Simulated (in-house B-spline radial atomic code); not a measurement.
# Eu²⁴⁺: ionisation energy by several methods

Aim: the ionisation energy of Eu²⁴⁺ by several methods, each as the difference of two self-consistent energies (Eu²⁴⁺ and the next ion, [Kr] 4d2).

The numbers are computed with in-house B-spline radial atomic code version 1 (non-relativistic, several functionals, spin-polarised, exact exchange averaged over the configuration; spherical all-electron atom at the radial basis limit), except any that are marked as measured or tabulated.

**1. The system**

| Property | Result |
| --- | --- |
| element | europium (Z = 63) |
| charge | +24 |
| electrons | 39 |
| configuration | [Kr] 4d3 |
| nucleus | point |

Outer shells as boxes (Hund's rule):

[Kr] 4d3
```
[Kr] core
4d [↑ ][↑ ][↑ ][  ][  ]
```

Where spins are not typed, each open shell is filled with up spins first.

**2. PBE0, a global hybrid**

The run's settings:

```ini
Z = 63
electrons = 39.0
configuration = [Kr] 4d3
hamiltonian = nr
method = pbe0
spin_polarised = True
exact_exchange = averaged over the configuration
```

Run with:

```
python run_scf.py task.json out
```

task.json lists these runs, among others, and the program works through them in turn.

**3. CAM-B3LYP, a range-separated hybrid**

Changes to the settings of step 2:

```diff
@@ -4,3 +4,3 @@
 hamiltonian = nr
-method = pbe0
+method = camb3lyp
 spin_polarised = True
```

**4. M06-2X, a global hybrid**

Changes to the settings of step 3:

```diff
@@ -4,3 +4,3 @@
 hamiltonian = nr
-method = camb3lyp
+method = m062x
 spin_polarised = True
```

**Question.** The tabulated ionisation energy is 795 ± 4 eV (tabulated theoretical; NIST Atomic Spectra Database). What does each method give, and which comes nearest?

**Answer**, as computed:

| method | rung | total energy (hartree) | ΔSCF (eV) | −ε highest (eV) | ΔSCF less tabulated (eV) |
| --- | --- | --- | --- | --- | --- |
| PBE0 | global hybrid | -10168.7260 | 797.61 | 782.88 (4d up) | +2.61 |
| M06-2X | global hybrid | -10169.8915 | 797.62 | 788.73 (4d up) | +2.62 |
| CAM-B3LYP | range-separated hybrid | -10169.5138 | 797.48 | 783.74 (4d up) | +2.48 |

Against the tabulated ionisation energy, 795 ± 4 eV (tabulated theoretical; NIST Atomic Spectra Database), the best here is CAM-B3LYP (+2.48 eV) and the worst M06-2X (+2.62 eV, or 0.33 %). The table's own uncertainty is as large as these misses, so the order means little. All methods miss on the same side by much the same amount, which points to something that they share. These runs lack relativity altogether, which can outweigh the gaps between the methods, so the nearest may be so by luck. These runs leave out relativity, which matters at this nuclear charge. Open shells are averaged (over orientations, and over spins where the run is restricted), while tables refer to the lowest levels.
